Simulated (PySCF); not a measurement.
# EuH12O6 (Eu(H2O)63+): the cost of one run

The runs use PySCF 2.14.0; PBE, Eu lcecp-1-SVP with ECP52, O def2-SVP, H def2-SVP; scalar-relativistic core potentials, no spin–orbit coupling.

3 further runs of the same task are left out: 2 for a known fault of the program, 1 that didn't finish.

### Step 1. Starting geometry

19 atoms, charge 3, spin multiplicity 1.

Bond lengths: Eu1–O2 2.485 Å, Eu1–O5 2.485 Å, Eu1–O8 2.485 Å, Eu1–O11 2.485 Å, Eu1–O14 2.485 Å, Eu1–O17 2.485 Å, O2–H3 0.970 Å, O2–H4 0.970 Å, O5–H6 0.970 Å, O5–H7 0.970 Å, O8–H9 0.970 Å, O8–H10 0.970 Å, O11–H12 0.970 Å, O11–H13 0.970 Å, O14–H15 0.970 Å, O14–H16 0.970 Å, O17–H18 0.970 Å, O17–H19 0.970 Å. Angles: O2–Eu1–O5 180.0°, O2–Eu1–O8 90.0°, O2–Eu1–O11 90.0°, O2–Eu1–O14 90.0°, O2–Eu1–O17 90.0°, O5–Eu1–O8 90.0°, O5–Eu1–O11 90.0°, O5–Eu1–O14 90.0°, O5–Eu1–O17 90.0°, O8–Eu1–O11 90.0°, O8–Eu1–O14 180.0°, O8–Eu1–O17 90.0°, O11–Eu1–O14 90.0°, O11–Eu1–O17 180.0°, O14–Eu1–O17 90.0°, Eu1–O2–H3 127.5°, Eu1–O2–H4 127.5°, H3–O2–H4 105.1° and more.

Coordinates:

```
Eu    0.0000    0.0000    0.0000
O     0.0000    0.0000    2.4850
H     0.5445    0.5445    3.0750
H    -0.5445   -0.5445    3.0750
O     0.0000    0.0000   -2.4850
H     0.5445   -0.5445   -3.0750
H    -0.5445    0.5445   -3.0750
O     2.4850    0.0000    0.0000
H     3.0750   -0.5445    0.5445
H     3.0750    0.5445   -0.5445
O     0.0000    2.4850    0.0000
H     0.5445    3.0750    0.5445
H    -0.5445    3.0750   -0.5445
O    -2.4850    0.0000    0.0000
H    -3.0750    0.5445    0.5445
H    -3.0750   -0.5445   -0.5445
O     0.0000   -2.4850    0.0000
H    -0.5445   -3.0750    0.5445
H     0.5445   -3.0750   -0.5445
```

Formal oxidation states: Eu +3. Each metal's 6 4f electrons lie in its core potential, so multiplicities, spins and levels count the valence alone.

### Step 2. SCF at the start, singlet

run.py (the lines that set the calculation)

```python
mol = gto.M(atom='''
Eu     0.00000     0.00000     0.00000
O      0.00000     0.00000     2.48500
H      0.54450     0.54450     3.07500
H     -0.54450    -0.54450     3.07500
O      0.00000     0.00000    -2.48500
H      0.54450    -0.54450    -3.07500
H     -0.54450     0.54450    -3.07500
O      2.48500     0.00000     0.00000
H      3.07500    -0.54450     0.54450
H      3.07500     0.54450    -0.54450
O      0.00000     2.48500     0.00000
H      0.54450     3.07500     0.54450
H     -0.54450     3.07500    -0.54450
O     -2.48500     0.00000     0.00000
H     -3.07500     0.54450     0.54450
H     -3.07500    -0.54450    -0.54450
O      0.00000    -2.48500     0.00000
H     -0.54450    -3.07500     0.54450
H      0.54450    -3.07500    -0.54450''',
    basis={'Eu': 'lcecp-1-SVP', 'O': 'def2-SVP', 'H': 'def2-SVP'},
    ecp={'Eu': 'lcecp-1-SVP'},
    charge=3, spin=0)
mf = dft.RKS(mol, xc='PBE')
mf.grids.atom_grid = (50, 194)  # f atoms: unpruned, at least (60, 302)
mf = mf.density_fit()  # fitting sets: Eu AutoAux, O def2-universal-JKFIT, H def2-universal-JKFIT
mf.conv_tol = 1e-08; mf.max_cycle = 55
mf.kernel(dm0)  # dm0: free metal ions and neutral atoms
```

The run is started by

```sh
$ OMP_NUM_THREADS=4 python run.py
```

What time and memory should one allow on 4 threads of Arm Neoverse V2, shared host?

About 7.5 s, with a peak of 1.2 GiB.
